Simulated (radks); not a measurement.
**Valence configurations of Cl**

The task here is to estimate one member of a computed series from the others.

Method: non-relativistic Kohn-Sham, LDA (Slater exchange, Perdew-Wang correlation), spin-polarised, spherical densities, point nucleus; open shells are filled with parallel spins first. Code: radks (a radial shooting solver on a logarithmic mesh, Libxc functionals) version 1.

### The system

* element: chlorine (Z = 17)
* charge: 0
* electrons: 17
* configuration: [Ne] 3s2 3p5
* others tried: 3s1.5 3p5.5; 3s1 3p6

The outer shells:

Cl
```
[Ne] core
3s [↑↓]
3p [↑↓][↑↓][↑ ]
```

Set-up of the first run:

Settings of this run:

```text
Z 17
configuration [Ne] 3s2 3p5
relativity non-relativistic
functional lda,pw
spin polarised
nucleus point
```

Steps of the session up to this table: [Ne] 3s2 3p5.

One of the session's tables, all rows but one given; the rest of the session is left out.

It belongs to the step «[Ne] 3s2 3p5». From the orbitals of this run (lengths in bohr):

```
  level     <r>  outermost maximum (interpolated)  90 % within  nodes
  2s up  0.4482                             0.365        0.701      1
2s down       ?                                 ?            ?      ?
  2p up  0.4085                             0.302        0.679      0
2p down  0.4083                             0.302        0.679      0
  3s up   1.539                              1.28         2.34      2
3s down   1.547                              1.28         2.36      2
  3p up   1.832                              1.42         2.91      1
3p down   1.861                              1.43         2.97      1
```

Q: Estimate the row for 2s down from the others.

As computed: <r>: 0.4481; outermost maximum (interpolated): 0.365; 90 % within: 0.701; nodes: 1. In the column «<r>» it lies between 2p up (0.4085) and 2s up (0.4482).
